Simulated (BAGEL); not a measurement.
# CCl2F (dichlorofluoromethyl radical): UHF/3-21G (density fitting with qzvpp-jkfit)

Aim: the electronic atomisation energy of CCl2F (dichlorofluoromethyl radical) at UHF/3-21G (density fitting with qzvpp-jkfit), from 4 runs. 

Program for the calculation: BAGEL 1.2.2.

13 further runs of the same task are left out: 13 set aside as unsound or not needed.

## Step 1: Starting point

The species is CCl2F (4 atoms), meant as a doublet with charge 0. SMILES: `F[C](Cl)Cl`. The coordinates come from a PBE0-D4/def2-TZVP relaxation.

Bond lengths: F1–C2 1.320 Å, C2–Cl3 1.708 Å, C2–Cl4 1.708 Å. Angles: F1–C2–Cl3 113.5°, F1–C2–Cl4 113.5°, Cl3–C2–Cl4 117.7°.

## Step 2: A single-point energy at UHF/3-21G (density fitting with qzvpp-jkfit)

The input, job.json:

```json
{ "bagel": [

{
  "title": "molecule",
  "basis": "3-21g",
  "df_basis": "qzvpp-jkfit",
  "angstrom": "true",
  "geometry": [
    { "atom": "F", "xyz": [       1.205900,      -0.078500,       0.647400 ] },
    { "atom": "C", "xyz": [      -0.037200,       0.107600,       0.242900 ] },
    { "atom": "Cl", "xyz": [      -0.933800,      -1.339900,       0.108000 ] },
    { "atom": "Cl", "xyz": [      -0.179400,       1.250500,      -1.018500 ] }
  ]
},

{
  "title": "uhf",
  "nopen": 1
},

{
  "title": "print",
  "file": "orbitals.molden",
  "orbitals": "true"
}

]}
```

Launch:

```sh
$ BAGEL_NUM_THREADS=1 BAGEL job.json > job.out
```

The log of the run:

```text
* using 1 threads per process

  ===============================================================
  ===============================================================

  *** Geometry ***

  { "atom" : "F", "xyz" : [      2.278821,     -0.148344,      1.223409 ] },
  { "atom" : "C", "xyz" : [     -0.070298,      0.203335,      0.459014 ] },
  { "atom" : "Cl", "xyz" : [     -1.764626,     -2.532044,      0.204090 ] },
  { "atom" : "Cl", "xyz" : [     -0.339017,      2.363103,     -1.924686 ] },

  Number of auxiliary basis functions:      408

  Since a DF basis is specified, we compute 2- and 3-index integrals:
    o Being stored without compression. Storage requirement is 0.006 GB

  Number of basis functions:       44
  Number of electrons      :       49

    * METHOD: MOLECULE                             0.12

  *** Open-shell HF ***

  === Nuclear Repulsion ===
   200.8572175842

      * DIIS with orbital gradients will be used.

  === UHF iteration (3-21g) ===
      0      -1050.91100074          0.04899515           0.08
      1      -1051.00331282          0.03154640           0.06
      2      -1051.03335368          0.01829516           0.05
      3      -1051.04652179          0.00181185           0.05
      4      -1051.04821354          0.00092491           0.05
      5      -1051.04874371          0.00030465           0.05
      6      -1051.04893598          0.00011317           0.06
      7      -1051.04897886          0.00003966           0.08
      8      -1051.04898743          0.00001692           0.08
      9      -1051.04898960          0.00000630           0.08
     10      -1051.04898985          0.00000278           0.07
     11      -1051.04898989          0.00000173           0.07
     12      -1051.04898992          0.00000077           0.07
     13      -1051.04898992          0.00000049           0.05
     14      -1051.04898992          0.00000022           0.06
     15      -1051.04898992          0.00000010           0.06
     16      -1051.04898992          0.00000003           0.07
     17      -1051.04898992          0.00000001           0.08
    * SCF iteration converged.

    * S^2 (UHF) is 0.7597

    * Permanent dipole moment:
           (    0.190566,    -0.043602,     0.027073) a.u.

    * METHOD: UHF                                  1.27

    * METHOD: PRINT                                0.01

  ===============================================================
```

It took 2.9 s on 1 thread of AMD EPYC 7R13 (Zen 3), shared host; peak memory 0.076 GiB.

## Step 3: The C atom, same level

The input, input.json:

```json
{ "bagel": [

{
  "title": "molecule",
  "basis": "3-21g",
  "df_basis": "qzvpp-jkfit",
  "angstrom": true,
  "geometry": [
    { "atom": "C", "xyz": [       0.000000,       0.000000,       0.000000 ] }
  ]
},

{
  "title": "uhf",
  "nopen": 2
},

{
  "title": "print",
  "file": "orbitals.molden",
  "orbitals": true
}

]}
```

Launch:

```sh
$ BAGEL_NUM_THREADS=1 BAGEL input.json > input.out
```

The log of the run:

```text
* using 1 threads per process

  ===============================================================
  ===============================================================

  *** Geometry ***

  { "atom" : "C", "xyz" : [      0.000000,      0.000000,      0.000000 ] },

  Number of auxiliary basis functions:       75

  Since a DF basis is specified, we compute 2- and 3-index integrals:
    o Being stored without compression. Storage requirement is 0.000 GB

  Number of basis functions:        9
  Number of electrons      :        6

    * METHOD: MOLECULE                             0.02

  *** Open-shell HF ***

  === Nuclear Repulsion ===
     0.0000000000

      * DIIS with orbital gradients will be used.

  === UHF iteration (3-21g) ===
      0        -37.46717714          0.03032825           0.00
      1        -37.47958348          0.00946890           0.00
      2        -37.48086500          0.00334463           0.00
      3        -37.48107915          0.00007418           0.00
      4        -37.48108020          0.00001671           0.00
      5        -37.48108026          0.00000119           0.00
      6        -37.48108026          0.00000001           0.00
      7        -37.48108026          0.00000002           0.00
      8        -37.48108026          0.00000000           0.00
    * SCF iteration converged.

    * S^2 (UHF) is 2.0010

    * Permanent dipole moment:
           (    0.000000,     0.000000,    -0.000000) a.u.

    * METHOD: UHF                                  0.03

    * METHOD: PRINT                                0.00

  ===============================================================
```

It took 1.5 s on 1 thread of AMD EPYC 7R13 (Zen 3), shared host; peak memory 0.076 GiB.

## Step 4: The Cl atom, same level

The input, hf.json:

```json
{ "bagel" : [

{
  "title" : "molecule",
  "basis" : "3-21g",
  "df_basis" : "qzvpp-jkfit",
  "angstrom" : true,
  "geometry" : [
    { "atom" : "Cl", "xyz" : [       0.000000,       0.000000,       0.000000 ] }
  ]
},

{ "title" : "uhf", "nopen" : 1 },

{ "title" : "print", "file" : "orbitals.molden", "orbitals" : true }

]}
```

Run the same way, it converges to -457.27650 Eh (log not shown).

## Step 5: The F atom, same level

The input, input.json:

```json
{ "bagel": [

{
  "title": "molecule",
  "basis": "3-21g",
  "df_basis": "qzvpp-jkfit",
  "angstrom": true,
  "geometry": [
    { "atom": "F", "xyz": [       0.000000,       0.000000,       0.000000 ] }
  ]
},

{
  "title": "uhf",
  "nopen": 1
},

{
  "title": "print",
  "file": "orbitals.molden",
  "orbitals": true
}

]}
```

Launch:

```sh
$ BAGEL_NUM_THREADS=1 BAGEL input.json > input.out
```

The log of the run:

```text
* using 1 threads per process

  ===============================================================
  ===============================================================

  *** Geometry ***

  { "atom" : "F", "xyz" : [      0.000000,      0.000000,      0.000000 ] },

  Number of auxiliary basis functions:       77

  Since a DF basis is specified, we compute 2- and 3-index integrals:
    o Being stored without compression. Storage requirement is 0.000 GB

  Number of basis functions:        9
  Number of electrons      :        9

    * METHOD: MOLECULE                             0.01

  *** Open-shell HF ***

  === Nuclear Repulsion ===
     0.0000000000

      * DIIS with orbital gradients will be used.

  === UHF iteration (3-21g) ===
      0        -98.84150506          0.03468383           0.00
      1        -98.84464283          0.00897264           0.00
      2        -98.84490361          0.00300503           0.00
      3        -98.84493157          0.00056524           0.00
      4        -98.84493717          0.00008060           0.00
      5        -98.84493742          0.00000198           0.00
      6        -98.84493742          0.00000069           0.00
      7        -98.84493742          0.00000015           0.00
      8        -98.84493742          0.00000000           0.00
    * SCF iteration converged.

    * S^2 (UHF) is 0.7503

    * Permanent dipole moment:
           (    0.000000,     0.000000,    -0.000000) a.u.

    * METHOD: UHF                                  0.02

    * METHOD: PRINT                                0.00

  ===============================================================
```

Wall time 1.5 s (1 thread of AMD EPYC 7R13 (Zen 3), shared host); peak memory 0.076 GiB.

## Step 6: Summary of results

Level: UHF/3-21G (density fitting with qzvpp-jkfit).

```
                     quantity           value
       molecule: total energy  -1051.04899 Eh
      molecule: dipole moment          0.50 D
               molecule: ⟨S²⟩           0.760
         C atom: total energy    -37.48108 Eh
        C atom: dipole moment          0.00 D
                 C atom: ⟨S²⟩           2.001
        Cl atom: total energy   -457.27650 Eh
       Cl atom: dipole moment          0.00 D
                Cl atom: ⟨S²⟩           0.750
         F atom: total energy    -98.84494 Eh
        F atom: dipole moment          0.00 D
                 F atom: ⟨S²⟩           0.750
electronic atomisation energy        4.625 eV
```

**Reading.** Taking the molecule apart into free atoms costs 4.62 eV (446 kJ/mol), before zero-point energy and without spin-orbit coupling. Hartree–Fock lacks the correlation of the bonding pairs, which as a rule makes this value much too low; in minimal bases other errors can mask that. The basis has no polarisation functions, which makes bonds too weak.
